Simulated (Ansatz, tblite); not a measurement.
**The cluster Rh5: one state, many levels**

Aim: run the doublet of the cluster Rh5 at one geometry on many levels, and compare frontier levels, spin and run time.

Method: as each input shows; program: Ansatz 0.2.0, Gaussian basis.

The runs, in order: GFN1-xTB, GFN2-xTB, PBE-D4/def2-TZVP, r2SCAN-D4/def2-TZVP, LC-ωPBE/def2-TZVP, revPBE-D4/def2-TZVP, BHLYP-D4/def2-TZVP, PBE-D4/def2-SVP, PBE0-D4/def2-SVP, MP2/def2-TZVP, RPA/def2-TZVP.

1 further run of the same task is left out (set aside as unsound or not needed).

### Step 1. The structure

The doublet was relaxed beforehand with PBE0-D4/def2-SVP. It is a higher isomer from a search, not the lowest found.

5 atoms, charge 0, spin multiplicity 2.

Bond lengths: Rh1–Rh2 2.548 Å, Rh1–Rh3 2.419 Å, Rh1–Rh4 3.384 Å, Rh1–Rh5 2.390 Å, Rh2–Rh3 2.601 Å, Rh2–Rh4 2.549 Å, Rh2–Rh5 2.572 Å, Rh3–Rh4 2.419 Å, Rh4–Rh5 2.387 Å. Angles: Rh2–Rh1–Rh3 63.1°, Rh2–Rh1–Rh4 48.4°, Rh2–Rh1–Rh5 62.7°, Rh3–Rh1–Rh4 45.6°, Rh3–Rh1–Rh5 90.4°, Rh4–Rh1–Rh5 44.9°, Rh1–Rh2–Rh3 56.0°, Rh1–Rh2–Rh4 83.2°, Rh1–Rh2–Rh5 55.6°, Rh3–Rh2–Rh4 56.0°, Rh3–Rh2–Rh5 82.6°, Rh4–Rh2–Rh5 55.6°, Rh1–Rh3–Rh2 60.9°, Rh1–Rh3–Rh4 88.8°, Rh2–Rh3–Rh4 60.9°, Rh1–Rh4–Rh2 48.4°, Rh1–Rh4–Rh3 45.6°, Rh1–Rh4–Rh5 44.9° and more.

Rh takes a core potential in the def2 sets. No spin-orbit coupling is included.

PBE0-D4/def2-TZVP was run before; its log isn't repeated, and its numbers join the tables.

### Step 2. GFN1-xTB

Tight binding, by tblite at 300 K electronic temperature and without a spin-polarisation term:

```python
tblite.interface.Calculator('GFN1-xTB', numbers, positions, charge=0, uhf=1).singlepoint()
```

Energy -545.9158 eV; 0.009 s.

### Step 3. GFN2-xTB

Tight binding, by tblite at 300 K electronic temperature and without a spin-polarisation term:

```python
tblite.interface.Calculator('GFN2-xTB', numbers, positions, charge=0, uhf=1).singlepoint()
```

Energy -545.3384 eV; 0.009 s.

### Step 4. PBE-D4/def2-TZVP

start.molden holds the orbitals of an earlier run on this state, given as this run's starting guess.

in.yaml reads:

```yaml
crystal:
  periodic: [false, false, false]
  atoms:
    - {symbol: Rh, position_ang: [-1.384274, 0.538886, -0.889467]}
    - {symbol: Rh, position_ang: [1.162673, 0.578119, -0.827715]}
    - {symbol: Rh, position_ang: [-0.260270, -1.595730, -0.711178]}
    - {symbol: Rh, position_ang: [0.830126, -0.795779, 1.293963]}
    - {symbol: Rh, position_ang: [-0.348254, 1.274503, 1.134397]}
basis:
  gaussian: {orbitals: def2-TZVP, initial_orbitals: start.molden}
magnetization: {spin_polarized: true, initial_magnetization: 1}
hamiltonian: {xc: pbe, dispersion: d4}
scf: {omitted_lower_state_checks: [starts]}
output: {forces: true, orbitals: {seedname: orbitals}}
```

The run is started by

```sh
$ ansatz run in.yaml --threads 4 --pin off --events-out ev --progress --plain --max-ram 4787MiB
```

Further steps of the session: r2SCAN-D4/def2-TZVP; LC-ωPBE/def2-TZVP; revPBE-D4/def2-TZVP; BHLYP-D4/def2-TZVP; PBE-D4/def2-SVP; PBE0-D4/def2-SVP; MP2/def2-TZVP; RPA/def2-TZVP.

**Question.** What will the summary of the whole plan be? Wanted: gap in def2-TZVP, named functionals, smallest and largest; correlation energy, MP2/def2-TZVP; binding an atom, functionals in def2-TZVP; ⟨S²⟩ in def2-TZVP, named functionals, smallest and largest; PBE0 total energy, smallest basis above largest.

The runs gave:

| quantity | value |
| --- | --- |
| gap in def2-TZVP, named functionals, smallest and largest | 0.08 eV (PBE-D4), 6.14 eV (LC-ωPBE) |
| correlation energy, MP2/def2-TZVP | -62.40 eV |
| binding an atom, functionals in def2-TZVP | 0.93 (BHLYP-D4) to 2.87 eV (PBE-D4) |
| ⟨S²⟩ in def2-TZVP, named functionals, smallest and largest | 2.278, 3.492 |
| PBE0 total energy, smallest basis above largest | 4.06 eV (def2-SVP, def2-TZVP) |

**Reading.** Over the named functionals in def2-TZVP the gap runs from 0.08 eV (PBE-D4) to 6.14 eV (LC-ωPBE); exact exchange widens it. Over the named functionals in def2-TZVP spin contamination reaches 2.74 (BHLYP-D4), and every level is far from pure, so all describe a mixture with higher spin.
